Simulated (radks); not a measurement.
**Ta³⁺ in [Xe] 4f14 5d2: an all-electron calculation**

The task here is to estimate one member of a computed series from the others.

The numbers are computed with radks (a radial shooting solver on a logarithmic mesh, Libxc functionals) version 1 (scalar-relativistic Kohn-Sham, PBEsol, spin-unpolarised, spherical densities, finite nucleus), except any that are marked as measured or tabulated.

## The atom as given

- element: tantalum (Z = 73)
- charge: +3
- electrons: 70
- configuration: [Xe] 4f14 5d2
- nuclear rms radius: 5.3507 fm

Outer shells as boxes (Hund's rule):

Ta³⁺
```
[Xe] core
4f [↑↓][↑↓][↑↓][↑↓][↑↓][↑↓][↑↓]
5d [↑ ][↑ ][  ][  ][  ]
```

The first run:

Settings of this run:

```text
Z 73
configuration [Xe] 4f14 5d2 6s0 6p0 5f0 6d0
relativity scalar-relativistic
functional pbe_sol,pbe_sol
spin unpolarised
nucleus finite rms 5.3507 fm
c 137.035999084
```

Among the steps run: Self-consistent calculation.

One of the session's tables, all rows but one given; the rest of the session is left out.

It belongs to the step «Orbitals and density». Radial moments (bohr):

```
level      <r>  outermost maximum (interpolated)  90 % within  nodes
   1s  0.01867                            0.0117       0.0340      0
   2s  0.07898                            0.0669        0.122      1
   2p  0.07058                            0.0548        0.115      0
   3s   0.2049                             0.189        0.300      2
   3p   0.2049                             0.187        0.306      1
   3d   0.1856                             0.152        0.288      0
   4s   0.4589                             0.429        0.659      3
   4p   0.4878                             0.450        0.709      2
   4d        ?                                 ?            ?      ?
   5s    1.096                             0.988         1.58      4
   5p    1.278                              1.12         1.86      3
   4f   0.6373                             0.441         1.07      0
   5d    1.835                              1.50         2.79      2
   6s    2.682                              2.44         3.82      5
   6p    3.248                              2.97         4.63      4
```

Estimate the missing values for 4d.

**Answer.** <r>: 0.5232; outermost maximum (interpolated): 0.461; 90 % within: 0.785; nodes: 1. In the column «<r>» it lies between 4p (0.4878) and 4f (0.6373).

Limits of these values: Spin polarisation and multiplet splitting are left out.
